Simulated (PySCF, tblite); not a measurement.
**C6H11F2S+: geometry, infrared bands and NMR shifts**

Wanted: the infrared bands and NMR shifts of C6H11F2S+ (`FC(F)C[S+]1CCCC1`), by calculation.

Programs: tblite 0.8.0 and PySCF 2.14.0, with density-fitted response routines of our own. Each step states its level of theory. These are calculated values for one molecule in the gas phase, unless marked as measured. Atoms are numbered from 0 throughout.

### 1 Starting geometry

20 atoms, charge 1, multiplicity 1; geometry from: force field or distance geometry start.

Bonds of the start (Å): F0–C1 1.39, C1–F2 1.36, C1–C3 1.51, C3–S4 1.78, S4–C5 1.78, C5–C6 1.49, C6–C7 1.50, C7–C8 1.49, C8–S4 1.79, C1–H9 1.13, C3–H10 1.12, C3–H11 1.12, C5–H12 1.14, C5–H13 1.11, C6–H14 1.11, C6–H15 1.13, C7–H16 1.12, C7–H17 1.10, C8–H18 1.11, C8–H19 1.12.

### 2 Geometry optimisation with GFN2-xTB

Job settings and geometry (Å):

```
{"job": {"kind": "relax", "xc": "GFN2-xTB", "basis": "xTB"}, "charge": 1, "multiplicity": 1}
F      3.273200     0.220400    -1.323000
C      2.772100     0.669600    -0.108600
F      2.377100     1.966200    -0.116200
C      1.693500    -0.288900     0.347600
S      0.331900    -0.392500    -0.793400
C     -0.820900    -1.556200    -0.096300
C     -1.827400    -0.680600     0.561300
C     -2.015500     0.581300    -0.223400
C     -0.681800     1.072800    -0.671000
H      3.628900     0.505000     0.615300
H      2.130400    -1.307100     0.494000
H      1.245800     0.054100     1.320400
H     -0.277600    -2.115800     0.730300
H     -1.228900    -2.243200    -0.861400
H     -1.600900    -0.399500     1.609400
H     -2.796800    -1.252700     0.580800
H     -2.448600     1.353300     0.466400
H     -2.758900     0.431700    -1.023200
H     -0.740300     1.639500    -1.619900
H     -0.260200     1.753300     0.107800
```

On the command line:

```
OMP_NUM_THREADS=1 python probes_run.py task.json out
```

This one command runs all jobs of the session in turn.

**Question.** This job is followed by: GFN2-xTB harmonic vibrations, gas phase; GIAO PBE0/pcSseg-1 NMR shielding, non-relativistic, gas phase. Predict these results of the whole session: strongest single infrared mode (GFN2-xTB); zero-point energy (GFN2-xTB); ¹³C shifts against TMS (PBE0/pcSseg-1, means over atoms taken as alike); ¹H shifts against TMS (PBE0/pcSseg-1, means over atoms taken as alike); ¹⁹F shifts against CFCl3 (PBE0/pcSseg-1, means over atoms taken as alike); ³³S shifts against CS2 (PBE0/pcSseg-1).

The runs gave:

```
                                                                 quantity                                   value
                                strongest single infrared mode (GFN2-xTB)                    1101 cm⁻¹, 99 km/mol
                                             zero-point energy (GFN2-xTB)                          101.2 kcal/mol
  ¹³C shifts against TMS (PBE0/pcSseg-1, means over atoms taken as alike)             117.5, 56.9, 52.9, 34.1 ppm
   ¹H shifts against TMS (PBE0/pcSseg-1, means over atoms taken as alike)  6.87, 3.90, 3.53, 3.36, 2.58, 2.55 ppm
¹⁹F shifts against CFCl3 (PBE0/pcSseg-1, means over atoms taken as alike)                              -128.4 ppm
                                   ³³S shifts against CS2 (PBE0/pcSseg-1)                                  94 ppm
```

**Reading.** Relaxing lowered the energy by 0.832 eV in 80 steps; the close pair that moved most is C3–S4, from 1.779 to 1.840 Å. All 54 modes are real, so the xTB geometry is a minimum. The strongest single mode, at 1101 cm⁻¹, has its largest shares on C1, H9 and F0 (the list is cut at 3 atoms). Unscaled tight-binding wavenumbers are off by several per cent, some by more. Its intensities can rank the bands wrongly. The most deshielded hydrogen is H9 (hydrogen on an sp3 CH bonded to 2 F), at 6.87 ppm: its carbon carries F, an electronegative neighbour. At PBE0/pcSseg-1: The largest span, 257 ppm, is at S4, where the paramagnetic term is -648 ppm. By nearest atom (PBE0/pcSseg-1), the HOMO sits on S4 28 %; F0, F2 about 11 % each and the LUMO on S4 43 %; C3 16 %.
